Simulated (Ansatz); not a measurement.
# C2H10BNSi: a ladder of functionals and wavefunction methods

Aim: compute C2H10BNSi with functionals from several rungs and with coupled cluster, and see how far each lands from CCSD(T) at the basis-set limit for the atomisation energy.

Method: functionals in def2-TZVPP, the program's frozen cores in correlated methods; program: Ansatz 0.2.0, Gaussian basis.

The runs, in order: LDA (SPW92), PBE-D4, revPBE-D4, BLYP-D4, r2SCAN-D4, B97M-V, PBE0-D4, B3LYP-D4, r2SCANh-D4, r2SCAN0-D4, HSE06-D4, BHLYP-D4, CAM-B3LYP-D4, LC-ωPBE, ωB97X-V, ωB97M-V, B2PLYP, PBE-QIDH; CCSD(T)/def2-SVP; CCSD(T)/def2-TZVPP; MP2/def2-QZVPP; extrapolation to the limit; RPA on PBE.

### Step 1. The geometry

An earlier PBE0-D4 in a triple-zeta def2 set relaxation fixed the geometry.

SMILES `CBN[SiH2]C`, 15 atoms, charge 0, spin multiplicity 1.

Atoms are counted from 1 here; the program's logs count them from 0.

Bond lengths: C1–B2 1.569 Å, C1–H6 1.095 Å, C1–H7 1.093 Å, C1–H8 1.097 Å, B2–N3 1.406 Å, B2–H9 1.204 Å, N3–Si4 1.748 Å, N3–H10 1.009 Å, Si4–C5 1.864 Å, Si4–H11 1.487 Å, Si4–H12 1.489 Å, C5–H13 1.092 Å, C5–H14 1.093 Å, C5–H15 1.092 Å. Angles: B2–C1–H6 110.2°, B2–C1–H7 115.7°, B2–C1–H8 109.5°, H6–C1–H7 107.8°, H6–C1–H8 105.4°, H7–C1–H8 107.8°, C1–B2–N3 122.9°, C1–B2–H9 119.6°, N3–B2–H9 117.5°, B2–N3–Si4 128.1°, B2–N3–H10 116.2°, Si4–N3–H10 115.6°, N3–Si4–C5 112.4°, N3–Si4–H11 109.9°, N3–Si4–H12 106.0°, C5–Si4–H11 109.6°, C5–Si4–H12 110.1°, H11–Si4–H12 108.6° and more.

### Step 2. LDA

This LDA is Slater exchange with PW92 correlation.

File in.yaml:

```yaml
crystal:
  periodic: [false, false, false]
  atoms:
    - {symbol: C, position_ang: [-1.890350, 0.231983, -0.673134]}
    - {symbol: B, position_ang: [-0.896228, -0.870649, -1.180602]}
    - {symbol: N, position_ang: [0.289334, -1.200589, -0.500813]}
    - {symbol: Si, position_ang: [0.915432, -0.507139, 0.976667]}
    - {symbol: C, position_ang: [1.513346, 1.242452, 0.741152]}
    - {symbol: H, position_ang: [-2.907297, -0.170783, -0.621819]}
    - {symbol: H, position_ang: [-1.654822, 0.670139, 0.300477]}
    - {symbol: H, position_ang: [-1.937327, 1.047027, -1.405141]}
    - {symbol: H, position_ang: [-1.138172, -1.465975, -2.198411]}
    - {symbol: H, position_ang: [0.856598, -1.923544, -0.918590]}
    - {symbol: H, position_ang: [-0.128933, -0.539945, 2.034601]}
    - {symbol: H, position_ang: [2.044261, -1.382387, 1.395633]}
    - {symbol: H, position_ang: [0.699296, 1.890192, 0.407690]}
    - {symbol: H, position_ang: [1.905136, 1.645007, 1.679057]}
    - {symbol: H, position_ang: [2.308025, 1.283412, -0.007367]}
basis:
  gaussian: {orbitals: def2-TZVPP}
hamiltonian: {xc: lda}
output: {orbitals: {seedname: orbitals}}
```

Further steps of the session: PBE-D4 (GGA); revPBE-D4 (GGA); BLYP-D4 (GGA); r2SCAN-D4 (meta-GGA); B97M-V (meta-GGA); PBE0-D4 (hybrid); B3LYP-D4 (hybrid); r2SCANh-D4 (hybrid); r2SCAN0-D4 (hybrid); HSE06-D4 (hybrid); BHLYP-D4 (hybrid); CAM-B3LYP-D4 (range-separated); LC-ωPBE (range-separated); ωB97X-V (range-separated); ωB97M-V (range-separated); B2PLYP (double hybrid); PBE-QIDH (double hybrid); CCSD(T) in def2-SVP; CCSD(T) in def2-TZVPP; MP2 in def2-QZVPP; RPA on PBE orbitals.

Before running them: what should the planned runs give, taken together? Wanted: atomisation energy, CCSD(T)/CBS; farthest beyond LDA; mean size of error, GGA; mean size of error, meta-GGA; mean size of error, hybrid; mean size of error, range-separated; mean size of error, double hybrid; gap, smallest and largest; T1 diagnostic.

The runs gave:

| quantity | value |
| --- | --- |
| atomisation energy, CCSD(T)/CBS | 5569.4 kJ/mol |
| functionals within 27.8 kJ/mol (0.5 %) | BLYP-D4, r2SCAN-D4, PBE0-D4, r2SCANh-D4, HSE06-D4, LC-ωPBE, ωB97X-V, PBE-QIDH |
| farthest beyond LDA | BHLYP-D4 (-70.7 kJ/mol) |
| mean size of error, GGA | 38.7 kJ/mol |
| mean size of error, meta-GGA | 22.0 kJ/mol |
| mean size of error, hybrid | 26.8 kJ/mol |
| mean size of error, range-separated | 31.3 kJ/mol |
| mean size of error, double hybrid | 31.0 kJ/mol |
| gap, smallest and largest | 5.98 eV (LDA (SPW92)), 13.31 eV (LC-ωPBE) |
| T1 diagnostic | 0.0111 |
| triples share of the correlation energy | 3.6 % |

**Reading.** LDA overbinds by 676.3 kJ/mol (12 %). PBE-D4 is off by +60.8 kJ/mol. Double hybrids carry the basis error of their MP2 part in triple zeta, and no dispersion term here, so their miss is partly the set-up's. The rungs meta-GGA, hybrid miss on average by less than the doubt on the reference (27.8 kJ/mol), so they tie. The reference freezes the cores and leaves out relativity and excitations past (T), so misses under about 27.8 kJ/mol can't be ranked. Hartree-Fock recovers 76 % of the binding; the rest is correlation. CCSD(T) in def2-SVP is off by -276.9 kJ/mol, which most functionals beat. The gap grows from 6.0 to 13.3 eV across the functionals, mostly with the share of exact exchange.
